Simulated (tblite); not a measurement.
# C6H14OP2: the cost of one run

Programs: tblite 0.8.0 and PySCF 2.14.0, with density-fitted response routines of our own. Each step states its level of theory. These are calculated values for one molecule in the gas phase, unless marked as measured. Atoms count from 0, in the outputs and in this text.

### 1 Starting geometry

23 atoms, charge 0, multiplicity 1; geometry from: force field or distance geometry start.

Bonds of the start (Å): C0–C1 1.51, C1–P2 1.80, P2–O3 1.51, P2–C4 1.82, C4–C5 1.52, C5–P6 1.86, P6–C7 1.83, C7–C8 1.51, C8–P2 1.80, C0–H9 1.11, C0–H10 1.11, C0–H11 1.11, C1–H12 1.08, C1–H13 1.12, C4–H14 1.09, C4–H15 1.12, C5–H16 1.11, C5–H17 1.12, P6–H18 1.46, C7–H19 1.12, C7–H20 1.10, C8–H21 1.12, C8–H22 1.10.

### 2 Relaxing the molecule with GFN2-xTB

What the job is given:

```
{"job": {"kind": "relax", "xc": "GFN2-xTB", "basis": "xTB"}, "charge": 0, "multiplicity": 1}
C     -2.628300     0.855600     0.010100
C     -2.094100    -0.327400    -0.752500
P     -0.341000    -0.492900    -0.358400
O      0.092400    -1.910000    -0.649100
C      0.031500    -0.189200     1.402100
C      1.288800    -1.010400     1.640000
P      2.620300    -0.199100     0.619000
C      2.138600     0.087800    -1.125200
C      0.730300     0.621000    -1.290100
H     -2.995400     0.523300     1.004600
H     -3.413700     1.316000    -0.620200
H     -1.809800     1.577700     0.208400
H     -2.286800    -0.290200    -1.818000
H     -2.607500    -1.226400    -0.319100
H     -0.793900    -0.457000     2.066200
H      0.327600     0.884200     1.493000
H      1.569100    -1.032800     2.712800
H      1.040500    -2.034800     1.255000
H      2.943000     1.055500     1.282500
H      2.163500    -0.886700    -1.673200
H      2.812400     0.832500    -1.585400
H      0.725800     1.659700    -0.859100
H      0.482300     0.670700    -2.360500
```

Launch:

```bash
> OMP_NUM_THREADS=1 python probes_run.py task.json out
```

This one command runs all jobs of the session in turn.

**Question.** How long does this first job take on 1 thread of Arm Neoverse V1, shared host?

About 1.3 s.
